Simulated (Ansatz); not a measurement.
**Mo2P2O7: from the start to rest**

Wanted: the geometry at rest of Mo2P2O7 (a structure type of another compound, with these elements put in), relaxing cell and atoms at 20 GPa, and its electronic structure there.

Method: DFT, PBEsol, no spin polarisation, plane waves, PAW, in Ansatz 0.2.0.

## Step 1: The cell

It takes space group C2/m (No. 12, monoclinic). Conventional cell: a = 6.426 Å, b = 8.199 Å, c = 4.466 Å, α = 90.00°, β = 104.08°, γ = 90.00°. O (site symmetry 2/m) is surrounded by 2 P at 1.58 Å. O (site symmetry 1) is surrounded by 1 P at 1.53 Å and 2 Mo at 1.99 to 2.17 Å. Around Mo (site symmetry 2) lie 6 O at 1.99 to 2.17 Å. P (site symmetry m) has 4 O at 1.53 to 1.65 Å as nearest neighbours. O (site symmetry m) is surrounded by 1 P at 1.65 Å and 2 Mo at 2.02 Å.

As a file:

```
CELL_PARAMETERS angstrom
3.21323 4.09947 0.00000
3.21323 -4.09947 0.00000
1.08644 0.00000 -4.33169
ATOMIC_POSITIONS crystal
O 0.00000 0.00000 0.00000
O 0.38800 0.07800 0.29000
O 0.92200 0.61200 0.71000
O 0.61200 0.92200 0.71000
O 0.07800 0.38800 0.29000
Mo 0.30600 0.69400 0.50000
Mo 0.69400 0.30600 0.50000
P 0.21700 0.21700 0.10500
P 0.78300 0.78300 0.89500
O 0.40500 0.40500 0.77800
O 0.59500 0.59500 0.22200
```

It starts from an earlier solution of the starting cell (checkpoint.read).

## Step 2: The relaxation

Contents of input.yaml:

```yaml
crystal:
  lattice:
    - [3.21323475, 4.0994734, 0.0]
    - [3.21323475, -4.0994734, 0.0]
    - [1.08643951, 0.0, -4.33168743]
  atoms:
    - { symbol: O, position: [0.0, 0.0, 0.0] }
    - { symbol: O, position: [0.388, 0.078, 0.29] }
    - { symbol: O, position: [0.922, 0.612, 0.71] }
    - { symbol: O, position: [0.612, 0.922, 0.71] }
    - { symbol: O, position: [0.078, 0.388, 0.29] }
    - { symbol: Mo, position: [0.306, 0.694, 0.5] }
    - { symbol: Mo, position: [0.694, 0.306, 0.5] }
    - { symbol: P, position: [0.217, 0.217, 0.105] }
    - { symbol: P, position: [0.783, 0.783, 0.895] }
    - { symbol: O, position: [0.405, 0.405, 0.778] }
    - { symbol: O, position: [0.595, 0.595, 0.222] }
  symmetry: { tolerance: 0.0003 }
kpoints:
  mp_grid: { grid: [4, 4, 4], shift: [0, 0, 0] }
magnetization:
  spin_polarized: false
scf:
  occupations: { method: fermi_dirac }
  lower_state_search: "off"
hamiltonian:
  pseudopotentials: { kind: paw }
  xc: pbesol
basis:
  ecutwfc: 420
  fft_grid_basis: typed
relax:
  max_steps: 80
  cell: { p_target: 20.0 }
  f_tol: 0.03
output:
  forces: true
  stress: true
  eigenvalues: true
  populations: true
  elf: true
  write_potential: true
  volumetric_format: npy
  dos:
    e_range: [-12, 8]
    de: 0.05
    projected: { site_lists: { Mo: [Mo], O: [O], P: [P] } }
  bader: false
checkpoint:
  read: saved_state
```

Started as:

```sh
ansatz run input.yaml --threads 2 --pin off --max-ram 2560MiB --backend cpu --events-out ev --progress --plain --runs-dir out
```

What does the calculation give? Wanted: moves; largest move; cell; volume; pressure at the end; gap.

As calculated:

| quantity | value |
| --- | --- |
| moves | 17 |
| largest move | 0.54 Å (O) |
| space group (0.01 Å), before / after | C2/m / C2/m |
| cell | a = 5.109 Å, b = 5.109 Å, c = 4.235 Å, α = 88.34°, β = 88.34°, γ = 98.18° |
| volume | 9.94 Å³/atom (-4.2 %) |
| pressure at the end | 20.02 GPa |
| gap (mesh) | 0.19 eV, direct |

**Reading.** The volume shrank by 4.2 %, and the largest move of an atom is 0.54 Å apart from the change of the cell. The run held to 4 symmetry operations, so a lower structure without them is not ruled out. There is a gap of 0.19 eV, direct at the points sampled; within 0.7 eV of the edges the states project mainly on Mo d (78 %) below and Mo d (91 %) above. A semilocal functional usually gives too small a gap.

Keep in mind: a band edge lies within two smearing widths of the Fermi level; the gap is not wide against the smearing.
